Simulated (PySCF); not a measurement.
**(OH)3Zr-NH-SiH3: geometry, NMR shifts and electronic excitations**

What NMR shifts and electronic excitations should (OH)3Zr-NH-SiH3 show?

Computed with PySCF 2.14.0, with density-fitted response routines of our own, on a single molecule in the gas phase. Atoms count from 0, in the outputs and in this text.

### 1 Starting geometry

13 atoms, charge 0, multiplicity 1; geometry from: GFN2-xTB. The atoms were then displaced at random by about 0.03 Å, so the start is not that level's minimum.

Bonds of the start (Å): Zr0–O1 1.87, Zr0–O2 2.02, Zr0–O3 1.91, Zr0–N4 2.07, O1–H6 0.97, O2–H7 0.87, O3–H8 0.92, N4–Si5 1.74, N4–H9 1.01, Si5–H10 1.54, Si5–H11 1.49, Si5–H12 1.55.

### 2 Optimising the geometry at PBE0-D3(BJ)/def2-SVP

What the job is given:

```
{"job": {"xc": "PBE0", "basis": "def2-SVP", "d3": "d3bj", "grid": 1, "maxiter": 40, "shake": 0.03, "kind": "geom"}, "charge": 0, "multiplicity": 1}
Zr     0.523780    -1.010100    -0.475260
O     -0.257080    -2.091240     0.838350
O     -0.977880    -0.583000    -1.758650
O      2.206170    -1.460260    -1.263880
N      0.813480     0.780450     0.517460
Si    -0.646370     1.707070     0.682220
H     -0.435530    -1.708080     1.707410
H     -1.790230    -0.526900    -1.453850
H      2.350870    -2.358790    -1.406760
H      1.626160     1.327420     0.255110
H     -1.642280     0.726720     1.339640
H     -0.422230     2.842040     1.620840
H     -1.318230     2.302560    -0.580410
```

Run with:

```console
OMP_NUM_THREADS=1 python probes_run.py task.json out
```

One launch serves the whole session: the jobs run in the order shown.

Log:

```text
step   0  E = -620.64665279  max force = 0.143880
step   1  E = -620.67210690  max force = 0.019605
step   2  E = -620.67591178  max force = 0.009585
step   3  E = -620.68036952  max force = 0.016069
step   4  E = -620.68273444  max force = 0.013968
step   5  E = -620.68452992  max force = 0.007619
step   6  E = -620.68585560  max force = 0.008148
step   7  E = -620.68697742  max force = 0.009089
step   8  E = -620.68771408  max force = 0.003548
step   9  E = -620.68815482  max force = 0.001788
step  10  E = -620.68834781  max force = 0.002551
step  11  E = -620.68847420  max force = 0.002600
step  12  E = -620.68858918  max force = 0.002164
step  13  E = -620.68873174  max force = 0.001909
step  14  E = -620.68891935  max force = 0.001463
step  15  E = -620.68908337  max force = 0.000929
step  16  E = -620.68920339  max force = 0.000845
step  17  E = -620.68924769  max force = 0.000528
step  18  E = -620.68927744  max force = 0.000629
step  19  E = -620.68931720  max force = 0.000506
step  20  E = -620.68934283  max force = 0.000548
step  21  E = -620.68937010  max force = 0.000678
step  22  E = -620.68939359  max force = 0.000772
step  23  E = -620.68940876  max force = 0.000911
step  24  E = -620.68941625  max force = 0.000639
step  25  E = -620.68942330  max force = 0.000604
step  26  E = -620.68942940  max force = 0.000635
step  27  E = -620.68943599  max force = 0.000589
step  28  E = -620.68944322  max force = 0.000592
step  29  E = -620.68944952  max force = 0.000415
optimisation converged
```

Run time: 5.8 min. Hardware: 1 thread of Arm Neoverse V1, shared host; peak memory 0.53 GiB.

Relaxation path:

```
step  energy from step 0 (eV)  largest force component (eV/Å)
   0                   0.0000                          7.3986
   1                  -0.6926                          1.0081
   2                  -0.7962                          0.4929
   3                  -0.9175                          0.8263
   4                  -0.9818                          0.7183
   5                  -1.0307                          0.3918
   6                  -1.0668                          0.4190
   7                  -1.0973                          0.4674
   8                  -1.1173                          0.1824
   9                  -1.1293                          0.0919
  10                  -1.1346                          0.1312
  11                  -1.1380                          0.1337
  12                  -1.1411                          0.1113
  13                  -1.1450                          0.0982
  14                  -1.1501                          0.0752
  15                  -1.1546                          0.0478
  16                  -1.1579                          0.0435
  17                  -1.1591                          0.0272
  18                  -1.1599                          0.0323
  19                  -1.1610                          0.0260
  20                  -1.1617                          0.0282
  21                  -1.1624                          0.0349
  22                  -1.1630                          0.0397
  23                  -1.1634                          0.0468
  24                  -1.1637                          0.0329
  25                  -1.1638                          0.0311
  26                  -1.1640                          0.0327
  27                  -1.1642                          0.0303
  28                  -1.1644                          0.0304
  29                  -1.1646                          0.0213
```

Distances of close pairs at the start and the end, largest changes first:

```
   bond  before (Å)  after (Å)  change (Å)
 Zr0–H8       2.455      2.852      +0.397
 Zr0–H6       2.484      2.877      +0.393
 Zr0–H7       2.558      2.877      +0.318
Zr0–Si5       3.177      3.417      +0.240
 Zr0–O2       2.021      1.926      -0.095
  O2–H7       0.869      0.955      +0.085
 Zr0–O1       1.872      1.925      +0.053
Si5–H12       1.549      1.501      -0.049
```

The end geometry stands in the next job.

```
                         at the end point                value
  point group (found at 0.08 Å tolerance)                   C1
rotational constants (GHz, main isotopes)  2.627, 1.038, 1.023
                        dipole moment (D)                 2.13
```

### 3 NMR shieldings: PBE0/def2-TZVP+pcSseg-1

What the job is given:

```
{"job": {"kind": "nmr", "xc": "PBE0", "basis": {"default": "pcSseg-1", "Zr": "def2-TZVP"}}, "charge": 0, "multiplicity": 1}
Zr     0.197814    -1.002302    -0.492254
O     -0.300995    -2.108308     1.002253
O     -1.282694    -0.873314    -1.716871
O      1.803225    -1.650770    -1.336273
N      0.681007     0.889242     0.184365
Si    -0.357057     2.040784     0.958845
H     -0.609089    -2.604646     1.757378
H     -2.069072    -0.863935    -2.258093
H      2.450651    -2.224869    -1.742489
H      1.644735     1.201050     0.062105
H     -1.710069     1.406955     1.067855
H      0.089485     2.415189     2.341672
H     -0.507312     3.322816     0.193726
```

Method: GIAO PBE0/pcSseg-1 Zr:def2-TZVP NMR shielding, scalar relativity only through core potentials, gas phase.

Log:

```text
coarse grid: 52584 points
cycle   1  E = -620.1795197672  dE = -4.747e+00  |g| = 1.771e+00  |ddm| = 5.167e+00
cycle   2  E = -619.6179465682  dE =  5.616e-01  |g| = 2.413e+00  |ddm| = 3.932e+00
cycle   3  E = -620.9250171158  dE = -1.307e+00  |g| = 4.316e-01  |ddm| = 2.759e+00
cycle   4  E = -620.9431586111  dE = -1.814e-02  |g| = 3.259e-01  |ddm| = 4.875e-01
cycle   5  E = -620.9651091557  dE = -2.195e-02  |g| = 1.647e-02  |ddm| = 1.895e-01
cycle   6  E = -620.9651614359  dE = -5.228e-05  |g| = 6.493e-03  |ddm| = 1.898e-02
cycle   7  E = -620.9651675715  dE = -6.136e-06  |g| = 3.986e-03  |ddm| = 6.783e-03
cycle   8  E = -620.9651706579  dE = -3.086e-06  |g| = 6.901e-04  |ddm| = 2.595e-03
final grid: 108552 points
cycle   9  E = -620.9651734129  dE = -1.110e-08  |g| = 9.108e-04  |ddm| = 1.502e-03
cycle  10  E = -620.9651731054  dE =  3.076e-07  |g| = 1.575e-03  |ddm| = 1.426e-03
cycle  11  E = -620.9651735728  dE = -4.675e-07  |g| = 1.471e-04  |ddm| = 8.688e-04
cycle  12  E = -620.9651735772  dE = -4.407e-09  |g| = 1.012e-05  |ddm| = 1.187e-04
cycle  13  E = -620.9651735773  dE = -2.092e-11  |g| = 4.818e-06  |ddm| = 1.206e-05
converged SCF energy = -620.9651735773

GIAO shielding tensors (ppm)
atom      isotropic    diamagn.    paramagn.     s11        s22        s33       span
  0 Zr         nan         nan         nan        nan        nan        nan        nan
  1 O      155.656     391.219    -235.563     69.012     80.498    317.459    248.447
  2 O      153.463     390.980    -237.516     61.068     83.607    315.714    254.646
  3 O      143.476     390.150    -246.674     33.202     63.116    334.110    300.908
  4 N      156.303     323.661    -167.359      8.067    195.006    265.835    257.769
  5 Si     412.637     878.060    -465.422    362.173    394.387    481.351    119.178
  6 H       28.995      31.263      -2.267     22.281     22.462     42.243     19.963
  7 H       28.928      31.176      -2.248     22.187     22.514     42.082     19.895
  8 H       28.568      30.617      -2.049     21.847     22.110     41.748     19.901
  9 H       28.356      30.840      -2.484     24.130     27.886     33.051      8.921
 10 H       26.441      29.327      -2.886     23.862     25.905     29.558      5.696
 11 H       26.566      27.709      -1.144     23.233     24.770     31.693      8.460
 12 H       26.547      27.673      -1.126     23.209     24.746     31.686      8.478
```

Wall time 34 s (1 thread of Arm Neoverse V1, shared host); peak memory 1.1 GiB.

Shifts follow as δ = σ(reference) − σ, with reference shieldings (ppm) from runs at the same level and on the same kind of geometry: 1H TMS 31.27, 29Si TMS 352.0, 15N NH3 265.7, 17O H2O 334.6. The references are single molecules in the gas phase, so shifts against H2O, NH3, PH3, H3PO4 or CFCl3 are not on the usual liquid scales and can be off by tens of ppm. Atoms listed in one row are averaged.

```
        atoms                              environment  σ (ppm)  δ (ppm)
H10, H11, H12        hydrogen on a silicon bonded to N    26.52     4.75
           H9  hydrogen on a nitrogen bonded to Si, Zr    28.36     2.91
   H6, H7, H8       hydrogen on an oxygen bonded to Zr    28.83     2.44
   O1, O2, O3                   oxygen bonded to Zr, H    150.9    183.7
           N4             nitrogen bonded to Si, Zr, H    156.3    109.4
          Si5                 silicon bonded to N, 3 H    412.6    -60.6
```

Atoms past Kr carry core potentials, so their printed shieldings have no meaning and are left out of the table.

Charges from the same density, by scheme (e):

```
     atoms  Mulliken  ESP fit
       Zr0      1.50     1.76
O1, O2, O3     -0.61    -0.93
        N4     -0.90    -1.00
       Si5      0.61     0.57
```

Mayer bond orders: Zr0–O1 1.02, Zr0–O2 1.02, Zr0–O3 1.03, Zr0–N4 0.90, N4–Si5 0.99.

With diffuse functions Mulliken charges and Mayer bond orders lose their meaning; the other schemes are steadier.

The fields below are evaluated on a grid from the run's orbitals.

Frontier orbitals at PBE0/def2-TZVP+pcSseg-1, with the share of their density that lies nearest to each atom:

```
orbital  energy (eV)                                                      lies on
   HOMO        -7.09                     N4 61 %; H11, H12 about 9 % each; H9 7 %
   LUMO        -0.10  H8, H9 about 12 % each; O1, O2, O3 about 11 % each; Zr0 9 %
```

ELF in a plane through or near 7 of the atoms.

Ten even steps from ' ' (0.00) to '@' (1.00):
```
                                                        
                                                        
                                                        
                              ....                      
        --**++--..----      ++%%%%--                    
        ##%%@@%%######::  ..%%@@@@**                    
        **%%@@%%**%%##::  ::%%@@@@++..                  
        ..--**##**##--    ==##::++**==..----..          
          ::++##%%--==##====%%--++%%..  ::==--..        
          ..==++::==##==##--####%%==**##  ::--..        
                  ##%%..%%==..----::--++  ....          
                  ::**%%##..    ::%%%%++==::..          
                      ..        **@@@@@@@@++            
                    ......      @@@@@@@@@@##..          
                      ..        ##@@@@@@@@**            
                                ..++##**--              
                                                        
                                                        
                                                        
                                                        
```
The map spans 11.6 Å across and 9.3 Å up, centred on the molecule. Atoms in the plane (x, y in Å): Zr0 (-1.1, 0.0), O3 (-2.4, 1.4), N4 (0.7, 0.9), Si5 (2.3, 0.1), H8 (-3.2, 1.9), H9 (0.8, 1.9), H10 (2.0, -1.4).

On the surface of density 0.002 e/bohr³ the electrostatic potential runs, from the 1st to the 99th percentile, from -0.84 V near O2 to 2.19 V near H8.

### 4 Ultraviolet spectrum: wB97X-D/def2-SVPD

The job, as its differences from that of step 3:

```diff
@@ -1,2 +1,2 @@
-{"job": {"kind": "nmr", "xc": "PBE0", "basis": {"default": "pcSseg-1", "Zr": "def2-TZVP"}}, "charge": 0, "multiplicity": 1}
+{"job": {"kind": "uv", "xc": "wB97X-D", "basis": "def2-SVPD", "ip": true, "nstates": 10}, "charge": 0, "multiplicity": 1}
 Zr     0.197814    -1.002302    -0.492254
```

Level: TDDFT wB97X-D/def2-SVPD, vertical, gas phase, core orbitals frozen in the response.

Log:

```text
coarse grid: 52584 points
cycle   1  E = -620.5908243345  dE = -6.071e+00  |g| = 1.416e+00  |ddm| = 6.311e+00
cycle   2  E = -620.6350906182  dE = -4.427e-02  |g| = 1.481e+00  |ddm| = 3.157e+00
cycle   3  E = -621.0593318427  dE = -4.242e-01  |g| = 1.982e-01  |ddm| = 1.257e+00
cycle   4  E = -621.0668167323  dE = -7.485e-03  |g| = 7.762e-02  |ddm| = 4.429e-01
cycle   5  E = -621.0683518627  dE = -1.535e-03  |g| = 5.553e-03  |ddm| = 1.604e-01
cycle   6  E = -621.0683789575  dE = -2.709e-05  |g| = 3.796e-03  |ddm| = 2.671e-02
cycle   7  E = -621.0683834010  dE = -4.443e-06  |g| = 1.457e-03  |ddm| = 7.598e-03
final grid: 108552 points
cycle   8  E = -621.0723585919  dE = -7.953e-05  |g| = 2.466e-03  |ddm| = 8.119e-02
cycle   9  E = -621.0723590585  dE = -4.666e-07  |g| = 2.420e-03  |ddm| = 7.576e-03
cycle  10  E = -621.0723602360  dE = -1.177e-06  |g| = 4.826e-04  |ddm| = 2.567e-03
cycle  11  E = -621.0723602942  dE = -5.824e-08  |g| = 1.033e-04  |ddm| = 1.214e-03
cycle  12  E = -621.0723602974  dE = -3.144e-09  |g| = 5.694e-05  |ddm| = 2.911e-04
cycle  13  E = -621.0723602983  dE = -9.006e-10  |g| = 1.644e-05  |ddm| = 7.918e-05
converged SCF energy = -621.0723602983

Static polarisability (au): isotropic 88.142, principal 81.170 81.871 101.386

Singlet excitations
state   eV       nm        f      main configurations
  1   5.9134    209.7   0.00191   H->L+2 0.69, H->L 0.18
  2   6.3003    196.8   0.00980   H->L+4 0.42, H->L 0.41
  3   6.8556    180.9   0.12062   H->L+5 0.83
  4   6.9962    177.2   0.00255   H->L+6 0.72, H->L+7 0.09
  5   7.1007    174.6   0.00632   H->L+7 0.64, H->L+6 0.11, H->L+9 0.09
  6   7.3073    169.7   0.04390   H->L+8 0.63, H->L+14 0.10
  7   7.4822    165.7   0.00944   H->L+1 0.33, H->L 0.10, H->L+2 0.09
  8   7.5193    164.9   0.01111   H-2->L+2 0.41, H-2->L+4 0.16
  9   7.6122    162.9   0.08112   H-1->L+2 0.38, H-1->L 0.20
 10   7.6722    161.6   0.00629   H->L+3 0.25, H->L+4 0.17, H->L+1 0.15

Triplet excitations (Tamm-Dancoff, eV): 5.8011 6.1419 6.1603 6.8292
Vertical ionisation energy (delta-SCF) = 9.1226 eV
```

Wall time 1.8 min (1 thread of Arm Neoverse V1, shared host); peak memory 1.1 GiB.

The orbitals next to the gap, with their largest atomic shares:

```
orbital      eV                        atoms
 HOMO−3  -11.10    O1 30 %, O2 27 %, O3 18 %
 HOMO−2  -10.80    O2 34 %, O1 32 %, O3 24 %
 HOMO−1  -10.62  N4 21 %, Si5 21 %, H10 13 %
   HOMO   -9.05   N4 56 %, Si5 13 %, H12 6 %
   LUMO    1.15    Zr0 65 %, Si5 6 %, O3 5 %
 LUMO+1    1.74     Zr0 66 %, O3 8 %, H8 5 %
 LUMO+2    1.81     Zr0 60 %, N4 8 %, O3 6 %
```

With each of the 10 states as a Gaussian band of 0.4 eV half-width at 1/e, the curve within the window shown has maxima at 178 nm (ε 6,100), 168 nm (ε 6,100) L/(mol cm). Beyond the last state computed it falls off for lack of states. The curve at chosen wavelengths:

```csv
nm,ε (L/mol/cm)
156,1933
159,3528
162,5015
165,5866
168,6052
171,5978
174,6008
178,6138
181,5916
184,5219
187,4167
190,3039
193,2074
196,1371
199,912
202,625
205,442
208,318
211,230
215,146
218,101
221,68
224,45
227,29
230,18
233,10
```

Leading natural transition orbitals of singlet state 3: the hole lies on N4 65 %; H9 8 %; the particle on Zr0 66 %; O1, O2, O3 about 6 % each.

Leading natural transition orbitals of singlet state 1: the hole lies on N4 68 %; H9 8 %; the particle on Zr0 48 %; H9 12 %; N4 9 %.

Ground-state properties from the same run:

```
           property  computed
  dipole moment (D)      1.91
polarisability (Å³)     13.06
 HOMO–LUMO gap (eV)     10.20
      −ε(HOMO) (eV)      9.05
```

### 5 Nuclear shieldings: wB97X-D/def2-TZVP+pcSseg-1

The job, as its differences from that of step 4:

```diff
@@ -1,2 +1,2 @@
-{"job": {"kind": "uv", "xc": "wB97X-D", "basis": "def2-SVPD", "ip": true, "nstates": 10}, "charge": 0, "multiplicity": 1}
+{"job": {"kind": "nmr", "xc": "wB97X-D", "basis": {"default": "pcSseg-1", "Zr": "def2-TZVP"}, "pop": false}, "charge": 0, "multiplicity": 1}
 Zr     0.197814    -1.002302    -0.492254
```

Level: GIAO wB97X-D/pcSseg-1 Zr:def2-TZVP NMR shielding, scalar relativity only through core potentials, gas phase.

Log:

```text
coarse grid: 52584 points
cycle   1  E = -620.8310960869  dE = -5.254e+00  |g| = 1.490e+00  |ddm| = 5.047e+00
cycle   2  E = -620.9192217802  dE = -8.813e-02  |g| = 1.492e+00  |ddm| = 2.110e+00
cycle   3  E = -621.3177212879  dE = -3.985e-01  |g| = 2.121e-01  |ddm| = 9.954e-01
cycle   4  E = -621.3260332958  dE = -8.312e-03  |g| = 8.037e-02  |ddm| = 2.096e-01
cycle   5  E = -621.3275529770  dE = -1.520e-03  |g| = 5.423e-03  |ddm| = 6.904e-02
cycle   6  E = -621.3275800140  dE = -2.704e-05  |g| = 2.857e-03  |ddm| = 1.521e-02
cycle   7  E = -621.3275832411  dE = -3.227e-06  |g| = 1.612e-03  |ddm| = 4.963e-03
final grid: 108552 points
cycle   8  E = -621.3292392344  dE = -1.645e-04  |g| = 3.410e-03  |ddm| = 6.162e-02
cycle   9  E = -621.3292404020  dE = -1.168e-06  |g| = 2.879e-03  |ddm| = 5.492e-03
cycle  10  E = -621.3292419191  dE = -1.517e-06  |g| = 8.345e-04  |ddm| = 2.205e-03
cycle  11  E = -621.3292420677  dE = -1.486e-07  |g| = 1.412e-04  |ddm| = 8.370e-04
cycle  12  E = -621.3292420731  dE = -5.376e-09  |g| = 7.564e-05  |ddm| = 1.671e-04
cycle  13  E = -621.3292420744  dE = -1.329e-09  |g| = 2.300e-05  |ddm| = 6.732e-05
cycle  14  E = -621.3292420746  dE = -1.912e-10  |g| = 7.222e-06  |ddm| = 3.075e-05
converged SCF energy = -621.3292420746

GIAO shielding tensors (ppm)
atom      isotropic    diamagn.    paramagn.     s11        s22        s33       span
  0 Zr         nan         nan         nan        nan        nan        nan        nan
  1 O      165.247     391.772    -226.526     79.063     91.364    325.312    246.249
  2 O      163.103     391.504    -228.400     71.162     94.311    323.838    252.676
  3 O      152.546     390.622    -238.075     43.422     73.425    340.792    297.369
  4 N      162.010     324.203    -162.193     19.914    198.757    267.359    247.445
  5 Si     413.084     877.812    -464.728    363.414    395.361    480.479    117.065
  6 H       29.046      31.237      -2.191     22.170     22.358     42.610     20.440
  7 H       28.984      31.140      -2.156     22.076     22.413     42.464     20.389
  8 H       28.639      30.542      -1.903     21.783     22.029     42.103     20.320
  9 H       28.594      30.886      -2.292     24.294     28.057     33.432      9.138
 10 H       26.624      29.493      -2.869     23.998     26.100     29.774      5.776
 11 H       26.782      27.822      -1.039     23.473     24.985     31.889      8.416
 12 H       26.764      27.785      -1.021     23.449     24.962     31.881      8.433
```

Run time: 30 s. Hardware: 1 thread of Arm Neoverse V1, shared host; peak memory 1 GiB.

Key values: δ O1 172.9, N4 102.0, Si5 -60.2, H10 4.66, H9 2.79 ppm (means over like atoms).

### 6 Comparing the runs: NMR shifts

Shifts (ppm), means over like atoms, with basis size and wall time:

```
                       run   H10    H9    H6     O1     N4    Si5  functions  time
   PBE0/def2-TZVP+pcSseg-1  4.75  2.91  2.44  183.7  109.4  -60.6        167  34 s
wB97X-D/def2-TZVP+pcSseg-1  4.66  2.79  2.49  172.9  102.0  -60.2        167  30 s
```

### 7 Outcome

| quantity | value |
| --- | --- |
| point group | C1 |
| rotational constants (main isotopes) | 2.63, 1.04, 1.02 GHz |
| 1H shifts against TMS (PBE0/def2-TZVP+pcSseg-1, means over atoms taken as alike) | 4.75, 2.91, 2.44 ppm |
| 17O shifts against H2O (PBE0/def2-TZVP+pcSseg-1, means over atoms taken as alike) | 183.7 ppm |
| 15N shifts against NH3 (PBE0/def2-TZVP+pcSseg-1) | 109.4 ppm |
| 29Si shifts against TMS (PBE0/def2-TZVP+pcSseg-1) | -60.6 ppm |
| surface potential, 1st and 99th percentile | -0.84 V and 2.19 V |
| lowest singlet (wB97X-D/def2-SVPD) | 5.91 eV (210 nm), f = 0.002 |
| brightest single state of those computed | state 3, 6.86 eV, f = 0.121 |
| lowest triplet | 5.80 eV |
| vertical ionisation energy (ΔSCF) | 9.12 eV |
| range of the shift of O1 | 172.9 to 183.7 ppm |

**Reading.** The start was shaken at random, so part of the energy gained undoes that. Over 29 steps the energy fell by 1.165 eV; of the close pairs, Zr0–H8 changed most, 2.455 to 2.852 Å. The lowest singlet, at 5.91 eV, is HOMO→LUMO+2 0.69, HOMO→LUMO 0.18 and is weak; of the 10 states computed, the strongest absorption comes from state 3 at 6.86 eV. The lowest triplet lies 0.11 eV below the lowest singlet (triplets in Tamm-Dancoff, singlets in full TDDFT). ΔSCF puts the ionisation energy at 9.12 eV, 0.08 eV above −ε(HOMO). Across the 2 runs the shift of O1 (with its like atoms) moves most, between 172.9 (wB97X-D/def2-TZVP+pcSseg-1) and 183.7 ppm (PBE0/def2-TZVP+pcSseg-1). Spin-orbit coupling is left out, which matters for shieldings and couplings at and beside the heavy atoms.
